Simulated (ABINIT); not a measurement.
# NbTe (P-6m2) in ABINIT: notebook

Runs on NbTe. Level: PBEsol. Tasks: single point.

Program: ABINIT 10.8.3 (patched build). These are calculated values, not measurements. Logs are shortened: lines on timing, memory, paths and dates and some standing lists are left out, and cuts for length are marked. The log counts tension as positive stress, the text compression.

## 1. The crystal as given

It takes space group P-6m2 (No. 187, hexagonal). Conventional cell: a = 3.703 Å, b = 3.703 Å, c = 3.694 Å, α = 90.00°, β = 90.00°, γ = 120.00°. Around Te (site symmetry -6m2) lie 6 Nb at 2.83 Å. Around Nb (site symmetry -6m2) lie 6 Te at 2.83 Å.

The cell comes from a database or a generator and needn't be the stable form of this composition.

## 2. Single point, PBEsol

Contents of run.abi:

```
pp_dirpath "./"
pseudos "Te.upf, Nb.upf"

acell 3.7029743866 3.7029743866 3.694211 Angstrom
rprim
     1.0000000000     0.0000000000     0.0000000000
    -0.5000000000     0.8660254038     0.0000000000
     0.0000000000     0.0000000000     1.0000000000
ntypat 2
znucl 52 41
natom 2
typat 1 2
xred
     0.6666666667     0.3333333333     0.0000000000
     0.0000000000     0.0000000000     0.5000000000

ecut 41.0

kptopt 1
ngkpt 8 8 7
nshiftk 1
shiftk 0.0 0.0 0.0

ixc -116133

nband 19
occopt 3
tsmear 0.00183747

nstep 100
tolvrs 1.0e-10

iomode 3
prtwf 0
prtden 0
prteig 0
prtebands 0
enunit 2
```

Potentials or basis: PseudoDojo NC SR PBEsol v0.4.1 standard.

On the command line:

```
$ abinit run.abi > log 2>&1
```

run.abo:

```text
.Version 10.8.3 of ABINIT
 Symmetries : space group P-6 m 2 (#187); Bravais hP (primitive hexag.)
================================================================================
 Values of the parameters that define the memory need of the present run
     intxc =       0    ionmov =       0      iscf =       7    lmnmax =       6
     lnmax =       6     mgfft =      45  mpssoang =       3    mqgrid =    3001
     natom =       2  nloc_mem =       1    nspden =       1   nspinor =       1
    nsppol =       1      nsym =      12    n1xccc =    2501    ntypat =       2
    occopt =       3   xclevel =       2
       mpw =        3734          nfft =       91125          nkpt =          40
================================================================================
================================================================================

--------------------------------------------------------------------------------
------------- Echo of variables that govern the present computation ------------
--------------------------------------------------------------------------------
 -outvars: echo values of preprocessed input variables --------
            acell      6.9976074419E+00  6.9976074419E+00  6.9810470413E+00 Bohr
              amu      1.27600000E+02  9.29063800E+01
             ecut      4.10000000E+01 Hartree
           enunit           2
              ixc     -116133
         kptrlatt        8    0    0      0    8    0      0    0    7
          kptrlen      4.88673293E+01
            natom           2
            nband          19
            ngfft          45      45      45
             nkpt          40
            nstep         100
             nsym          12
           ntypat           2
           occopt           3
           prtden           0
        prtebands           0
           prteig           0
            prtwf           0
            rprim      1.0000000000E+00  0.0000000000E+00  0.0000000000E+00
                      -5.0000000000E-01  8.6602540380E-01  0.0000000000E+00
                       0.0000000000E+00  0.0000000000E+00  1.0000000000E+00
          spgroup         187
           tolvrs      1.00000000E-10
           tsmear      1.83747000E-03 Hartree
            typat      1  2
           xangst      1.8514871935E+00  1.0689566294E+00  0.0000000000E+00
                       1.8514873465E-10 -1.0689590915E-10  1.8471055000E+00
            xcart      3.4988037213E+00  2.0200352700E+00  0.0000000000E+00
                       3.4988040105E-10 -2.0200399227E-10  3.4905235207E+00
             xred      6.6666666670E-01  3.3333333330E-01  0.0000000000E+00
                       3.3333299084E-11 -3.3333410106E-11  5.0000000000E-01
            znucl       52.00000   41.00000

================================================================================

 chkinp: Checking input parameters for consistency.

================================================================================
== DATASET  1 ==================================================================

--- !DatasetInfo
iteration_state: {dtset: 1, }
dimensions: {natom: 2, nkpt: 40, mband: 19, nsppol: 1, nspinor: 1, nspden: 1, mpw: 3734, }
cutoff_energies: {ecut:  41.0, pawecutdg:  -1.0, }
electrons: {nelect:   2.90000000E+01, charge:   0.00000000E+00, occopt:   3.00000000E+00, tsmear:   1.83747000E-03, }
meta: {optdriver: 0, ionmov: 0, optcell: 0, iscf: 7, paral_kgb: 0, }
...

 Real(R)+Recip(G) space primitive vectors, cartesian coordinates (Bohr,Bohr^-1):
 R(1)=  6.9976074  0.0000000  0.0000000  G(1)=  0.1429060  0.0825068  0.0000000
 R(2)= -3.4988037  6.0601058  0.0000000  G(2)=  0.0000000  0.1650136  0.0000000
 R(3)=  0.0000000  0.0000000  6.9810470  G(3)=  0.0000000  0.0000000  0.1432450
 Unit cell volume ucvol=  2.9603997E+02 bohr^3
 Angles (23,13,12)=  9.00000000E+01  9.00000000E+01  1.20000000E+02 degrees

 getcut: wavevector=  0.0000  0.0000  0.0000  ngfft=  45  45  45
         ecut(hartree)=     41.000   => boxcut(ratio)=   2.18145

--- Pseudopotential description ------------------------------------------------
- pspini: atom type   1  psp file is ./Te.upf
12 -116133 2 -1 1294                          pspcod,pspxc,lmax,lloc,mmax
     nproj     2     2     2

- pspini: atom type   2  psp file is ./Nb.upf
12 -116133 2 -1 1660                          pspcod,pspxc,lmax,lloc,mmax
     nproj     2     2     2

   1.52233571E+03                                ecore*ucvol(ha*bohr**3)
--------------------------------------------------------------------------------

================================================================================

--- !BeginCycle
iteration_state: {dtset: 1, }
solver: {iscf: 7, nstep: 100, nline: 4, wfoptalg: 0, }
tolerances: {tolvrs: 1.00E-10, }
...

     iter   Etot(hartree)      deltaE(h)  residm     vres2
 ETOT  1  -166.82266561549    -1.668E+02 1.222E-01 3.391E+02
 ETOT  2  -166.88807810561    -6.541E-02 3.890E-02 5.118E+02
 ETOT  3  -166.94467132831    -5.659E-02 8.931E-03 1.730E+00
 ETOT  4  -166.94489308301    -2.218E-04 2.933E-03 6.668E-03
 ETOT  5  -166.94489438749    -1.304E-06 2.893E-03 5.870E-04
 ETOT  6  -166.94489445548    -6.799E-08 5.611E-04 2.072E-05
 ETOT  7  -166.94489445774    -2.255E-09 5.340E-04 4.206E-07
 ETOT  8  -166.94489445779    -5.025E-11 1.376E-04 2.586E-08
 ETOT  9  -166.94489445779    -3.723E-12 8.673E-05 1.253E-09
 ETOT 10  -166.94489445779     1.620E-12 1.106E-04 6.071E-12

 At SCF step   10       vres2   =  6.07E-12 < tolvrs=  1.00E-10 =>converged.

 Cartesian components of stress tensor (hartree/bohr^3)
  sigma(1 1)=  1.65950330E-04  sigma(3 2)=  0.00000000E+00
  sigma(2 2)=  1.65950329E-04  sigma(3 1)=  0.00000000E+00
  sigma(3 3)=  1.62868385E-04  sigma(2 1)=  0.00000000E+00

--- !ResultsGS
iteration_state: {dtset: 1, }
comment   : Summary of ground state results
lattice_vectors:
- [  6.9976074,   0.0000000,   0.0000000, ]
- [ -3.4988037,   6.0601058,   0.0000000, ]
- [  0.0000000,   0.0000000,   6.9810470, ]
lattice_lengths: [   6.99761,    6.99761,    6.98105, ]
lattice_angles: [ 90.000,  90.000, 120.000, ] # degrees, (23, 13, 12)
lattice_volume:   2.9603997E+02
convergence: {deltae:  1.620E-12, res2:  6.071E-12, residm:  1.106E-04, diffor: null, }
etotal    :  -1.66944894E+02
entropy   :   0.00000000E+00
fermie    :   4.12891202E-01
cartesian_stress_tensor: # hartree/bohr^3
- [  1.65950330E-04,   0.00000000E+00,   0.00000000E+00, ]
- [  0.00000000E+00,   1.65950329E-04,   0.00000000E+00, ]
- [  0.00000000E+00,   0.00000000E+00,   1.62868385E-04, ]
pressure_GPa:  -4.8522E+00
xred      :
- [  6.6667E-01,   3.3333E-01,   0.0000E+00, Te]
- [  3.3333E-11,  -3.3333E-11,   5.0000E-01, Nb]
cartesian_forces: # hartree/bohr
- [ -0.00000000E+00,  -2.27493446E-26,  -0.00000000E+00, ]
- [ -0.00000000E+00,   2.27493446E-26,  -0.00000000E+00, ]
force_length_stats: {min:   2.27493446E-26, max:   2.27493446E-26, mean:   2.27493446E-26, }
...

 Integrated electronic density in atomic spheres:
 ------------------------------------------------
 Atom  Sphere_radius  Integrated_density
    1        2.00000         11.97239463
    2        2.00000          9.45553122
================================================================================

 ----iterations are completed or convergence reached----

 Mean square residual over all n,k,spin=   23.276E-08; max=  11.056E-05
 reduced coordinates (array xred) for    2 atoms
       0.666666666700      0.333333333300      0.000000000000
       0.000000000033     -0.000000000033      0.500000000000
 rms dE/dt=  1.1257E-25; max dE/dt=  2.7573E-25; dE/dt below (all hartree)
    1       0.000000000000      0.000000000000      0.000000000000
    2       0.000000000000      0.000000000000      0.000000000000

 cartesian coordinates (angstrom) at end:
    1      1.85148719348515     1.06895662936521     0.00000000000000
    2      0.00000000018515    -0.00000000010690     1.84710550000000

 cartesian forces (hartree/bohr) at end:
    1     -0.00000000000000    -0.00000000000000    -0.00000000000000
    2     -0.00000000000000     0.00000000000000    -0.00000000000000
 frms,max,avg= 1.3134340E-26 2.2749345E-26   0.000E+00  0.000E+00  0.000E+00 h/b

 cartesian forces (eV/Angstrom) at end:
    1     -0.00000000000000    -0.00000000000000    -0.00000000000000
    2     -0.00000000000000     0.00000000000000    -0.00000000000000
 frms,max,avg= 6.7539493E-25 1.1698183E-24   0.000E+00  0.000E+00  0.000E+00 e/A
 length scales=  6.997607441925  6.997607441925  6.981047041316 bohr
              =  3.702974386600  3.702974386600  3.694211000000 angstroms
 Fermi (or HOMO) energy (hartree) =   0.41289   Average Vxc (hartree)=  -0.44238
 Eigenvalues (hartree) for nkpt=  40  k points:
 kpt#   1, nband= 19, wtk=  0.00223, kpt=  0.0000  0.0000  0.0000 (reduced coord)
  -1.62745   -0.98586   -0.98586   -0.98575   -0.98567   -0.98567   -0.75356   -0.74627
  -0.74627   -0.11260    0.29657    0.29657    0.30189    0.32580    0.41843    0.41843
   0.50204    0.50204    0.51452
      occupation numbers for kpt#   1
   2.00000    2.00000    2.00000    2.00000    2.00000    2.00000    2.00000    2.00000
   2.00000    2.00000    2.00000    2.00000    2.00000    2.00000    0.09337    0.09337
   0.00000    0.00000    0.00000
 prteigrs : prtvol=0 or 1, do not print more k-points.

 Fermi (or HOMO) energy (eV) =  11.23534   Average Vxc (eV)= -12.03776
 Eigenvalues (   eV  ) for nkpt=  40  k points:
 kpt#   1, nband= 19, wtk=  0.00223, kpt=  0.0000  0.0000  0.0000 (reduced coord)
 -44.28514  -26.82655  -26.82655  -26.82373  -26.82153  -26.82153  -20.50533  -20.30700
 -20.30700   -3.06411    8.07018    8.07018    8.21478    8.86557   11.38617   11.38617
  13.66128   13.66128   14.00073
 prteigrs : prtvol=0 or 1, do not print more k-points.

--- !EnergyTerms
iteration_state     : {dtset: 1, }
comment             : Components of total free energy in Hartree
kinetic             :  7.52730075092791E+01
hartree             :  3.09518857406832E+01
xc                  : -3.74296655046556E+01
Ewald energy        : -1.13449069680189E+02
psp_core            :  5.14233169681969E+00
local_psp           : -1.05449420729333E+02
non_local_psp       : -2.19835379190973E+01
internal            : -1.66944468886493E+02
'-kT*entropy'       : -4.25571298590550E-04
total_energy        : -1.66944894457792E+02
total_energy_eV     : -4.54280200488550E+03
band_energy         : -1.52095671978549E+01
...

 Cartesian components of stress tensor (hartree/bohr^3)
  sigma(1 1)=  1.65950330E-04  sigma(3 2)=  0.00000000E+00
  sigma(2 2)=  1.65950329E-04  sigma(3 1)=  0.00000000E+00
  sigma(3 3)=  1.62868385E-04  sigma(2 1)=  0.00000000E+00

-Cartesian components of stress tensor (GPa)         [Pressure= -4.8522E+00 GPa]
- sigma(1 1)=  4.88242727E+00  sigma(3 2)=  0.00000000E+00
- sigma(2 2)=  4.88242725E+00  sigma(3 1)=  0.00000000E+00
- sigma(3 3)=  4.79175331E+00  sigma(2 1)=  0.00000000E+00

== END DATASET(S) ==============================================================
================================================================================

 -outvars: echo values of variables after computation  --------
            acell      6.9976074419E+00  6.9976074419E+00  6.9810470413E+00 Bohr
           etotal     -1.6694489446E+02
            fcart     -0.0000000000E+00 -2.2749344605E-26 -0.0000000000E+00
                      -0.0000000000E+00  2.2749344605E-26 -0.0000000000E+00
            rprim      1.0000000000E+00  0.0000000000E+00  0.0000000000E+00
                      -5.0000000000E-01  8.6602540380E-01  0.0000000000E+00
                       0.0000000000E+00  0.0000000000E+00  1.0000000000E+00
           strten      1.6595032995E-04  1.6595032932E-04  1.6286838458E-04
                       0.0000000000E+00  0.0000000000E+00  0.0000000000E+00
           xangst      1.8514871935E+00  1.0689566294E+00  0.0000000000E+00
                       1.8514873465E-10 -1.0689590915E-10  1.8471055000E+00
             xred      6.6666666670E-01  3.3333333330E-01  0.0000000000E+00
                       3.3333299084E-11 -3.3333410106E-11  5.0000000000E-01
 Calculation completed.
```

Run time: 2.2 min. Hardware: 1 thread of Intel Xeon Platinum 8259CL at 2.50GHz (Skylake/Cascade Lake), shared host; peak memory 0.12 GiB.

Results:

```
Free energy                                           : -4542.8020 eV
Pressure                                              : -4.9 GPa
Band gap on the k mesh                                : none (metal or under the smearing width)
Valence electrons inside the program's atomic spheres : Te 11.97; Nb 9.46
```

Levels at points of the mesh, in eV from the Fermi level:
| k point | band 11 | band 12 | band 13 | band 14 | band 15 | band 16 | band 17 | band 18 | band 19 |
| --- | --- | --- | --- | --- | --- | --- | --- | --- | --- |
| (0.00, 0.00, 0.00) | -3.17 | -3.17 | -3.02 | -2.37 | 0.15 | 0.15 | 2.43 | 2.43 | 2.77 |
| (0.50, 0.00, 0.00) | -7.22 | -3.85 | -2.66 | -2.62 | -0.20 | 1.23 | 1.48 | 3.01 | 3.78 |

The run has no spin-orbit coupling, so splittings on Te are missing.

## 3. Single point, PBEsol

Edit run.abi of step 2 so:

```diff
@@ -16,3 +16,3 @@
 
-ecut 41.0
+ecut 51.0
 
@@ -25,3 +25,3 @@
 
-nband 19
+nband 23
 occopt 3
```

Potentials or basis: PseudoDojo NC SR PBEsol v0.4 stringent.

On the command line:

```
$ abinit run.abi > log 2>&1
```

It took 3.5 min on 1 thread of Intel Xeon Platinum 8259CL at 2.50GHz (Skylake/Cascade Lake), shared host; peak memory 0.16 GiB.

The run converged. Its results:

| Quantity | Value |
| --- | --- |
| Free energy | -9338.6073 eV |
| Pressure | -5.0 GPa |
| Band gap on the k mesh | none (metal or under the smearing width) |
| Valence electrons inside the program's atomic spheres | Te 19.96; Nb 9.46 |

Levels at points of the mesh, in eV from the Fermi level:
| k point | band 17 | band 18 | band 19 | band 20 | band 21 | band 22 |
| --- | --- | --- | --- | --- | --- | --- |
| (0.00, 0.00, 0.00) | -3.02 | -2.36 | 0.14 | 0.14 | 2.43 | 2.43 |
| (0.50, 0.00, 0.00) | -2.66 | -2.61 | -0.20 | 1.23 | 1.48 | 3.01 |

Spin-orbit coupling is left out, which matters for the levels of Te.

## 4. Single point, PBEsol

Edit run.abi of step 3 so:

```diff
@@ -1,3 +1,3 @@
 pp_dirpath "./"
-pseudos "Te.upf, Nb.upf"
+pseudos "Te.GGA_PBE-JTH.xml, Nb.GGA_PBE-JTH.xml"
 
@@ -16,3 +16,5 @@
 
-ecut 51.0
+ecut 16.0
+pawecutdg 32.0
+pawxcdev 0
 
@@ -25,3 +27,3 @@
 
-nband 23
+nband 14
 occopt 3
@@ -30,3 +32,3 @@
 nstep 100
-tolvrs 1.0e-10
+tolvrs 1.0e-9
```

Potentials or basis: JTH PAW PBE v2.0.

On the command line:

```
$ abinit run.abi > log 2>&1
```

run.abo:

```text
.Version 10.8.3 of ABINIT
 Symmetries : space group P-6 m 2 (#187); Bravais hP (primitive hexag.)
================================================================================
 Values of the parameters that define the memory need of the present run
     intxc =       0    ionmov =       0      iscf =      17    lmnmax =      18
     lnmax =       6     mgfft =      27  mpssoang =       3    mqgrid =    3001
     natom =       2  nloc_mem =       2    nspden =       1   nspinor =       1
    nsppol =       1      nsym =      12    n1xccc =       1    ntypat =       2
    occopt =       3   xclevel =       2
       mpw =         920          nfft =       19683          nkpt =          40
 PAW method is used; the additional fine FFT grid is defined by:
   mgfftf=        36    nfftf =     46656
================================================================================
================================================================================

--------------------------------------------------------------------------------
------------- Echo of variables that govern the present computation ------------
--------------------------------------------------------------------------------
 -outvars: echo values of preprocessed input variables --------
            acell      6.9976074419E+00  6.9976074419E+00  6.9810470413E+00 Bohr
              amu      1.27600000E+02  9.29063800E+01
             ecut      1.60000000E+01 Hartree
           enunit           2
              ixc     -116133
         kptrlatt        8    0    0      0    8    0      0    0    7
          kptrlen      4.88673293E+01
            natom           2
            nband          14
[... 210 lines left out ...]
internal            : -6.58763056845369E+01
'-kT*entropy'       : -4.36727869520491E-04
total_energy_dc     : -6.58767424124064E+01
total_energy_dc_eV  : -1.79259748241099E+03
...

--- !EnergyTermsWithPAWCore
iteration_state     : {dtset: 1, }
comment             : 'Components of total free energy, including PAW core contributions'
Total energy        : -1.06096397635846E+04
Total energy DC     : -1.06096397812551E+04
Total energy (eV)   : -2.88703005537619E+05
Total energy DC (eV): -2.88703006018457E+05
...

 Cartesian components of stress tensor (hartree/bohr^3)
  sigma(1 1)=  1.56513105E-04  sigma(3 2)=  0.00000000E+00
  sigma(2 2)=  1.56513104E-04  sigma(3 1)=  0.00000000E+00
  sigma(3 3)=  1.51528336E-04  sigma(2 1)=  0.00000000E+00

-Cartesian components of stress tensor (GPa)         [Pressure= -4.5559E+00 GPa]
- sigma(1 1)=  4.60477453E+00  sigma(3 2)=  0.00000000E+00
- sigma(2 2)=  4.60477450E+00  sigma(3 1)=  0.00000000E+00
- sigma(3 3)=  4.45811757E+00  sigma(2 1)=  0.00000000E+00

== END DATASET(S) ==============================================================
================================================================================

 -outvars: echo values of variables after computation  --------
            acell      6.9976074419E+00  6.9976074419E+00  6.9810470413E+00 Bohr
           etotal     -6.5876742412E+01
            fcart      3.0783609918E-28  1.7772925473E-28 -0.0000000000E+00
                      -3.0783609918E-28 -1.7772925473E-28 -0.0000000000E+00
            rprim      1.0000000000E+00  0.0000000000E+00  0.0000000000E+00
                      -5.0000000000E-01  8.6602540380E-01  0.0000000000E+00
                       0.0000000000E+00  0.0000000000E+00  1.0000000000E+00
           strten      1.5651310500E-04  1.5651310401E-04  1.5152833647E-04
                       0.0000000000E+00  0.0000000000E+00  0.0000000000E+00
           xangst      1.8514871935E+00  1.0689566294E+00  0.0000000000E+00
                       1.8514873465E-10 -1.0689590915E-10  1.8471055000E+00
             xred      6.6666666670E-01  3.3333333330E-01  0.0000000000E+00
                       3.3333299084E-11 -3.3333410106E-11  5.0000000000E-01
 Calculation completed.
```

Wall time 25 s (1 thread of Intel Xeon Platinum 8259CL at 2.50GHz (Skylake/Cascade Lake), shared host); peak memory 0.11 GiB.

Results:

* Free energy: -1792.5975 eV
* Pressure: -4.6 GPa
* Band gap on the k mesh: none (metal or under the smearing width)
* Valence electrons inside the program's atomic spheres: Te 3.20; Nb 10.17

Levels at points of the mesh, in eV from the Fermi level:
```csv
k point,band 7,band 8,band 9,band 10,band 11,band 12,band 13,band 14
"(0.00, 0.00, 0.00)",-3.17,-3.05,-2.40,0.20,0.20,2.42,2.42,2.74
"(0.50, 0.00, 0.00)",-3.88,-2.70,-2.64,-0.21,1.26,1.49,2.99,3.78
```

Caveat: the PAW data sets were made with another functional, which shifts forces and pressure a little. Spin-orbit coupling is left out, which matters for the levels of Te.

## 5. Overview

| potentials or basis | cutoff (eV) | fine-grid cutoff | gap on the mesh (eV) | pressure (GPa) |
| --- | --- | --- | --- | --- |
| PseudoDojo NC SR PBEsol v0.4.1 standard | 1116 | - | none | -4.9 |
| PseudoDojo NC SR PBEsol v0.4 stringent | 1388 | - | none | -5.0 |
| JTH PAW PBE v2.0 | 435 | 870.764 eV | none | -4.6 |

Alike in all rows: task single point; level PBEsol; no spin polarisation; cell as given; k mesh 8 × 8 × 7; smearing fermi-dirac 0.05 eV.

Caveats: the PAW data sets were made with another functional, which shifts forces and pressure a little (some runs).

Total energies depend on the potentials used, so only differences within one code and one set of settings carry meaning.
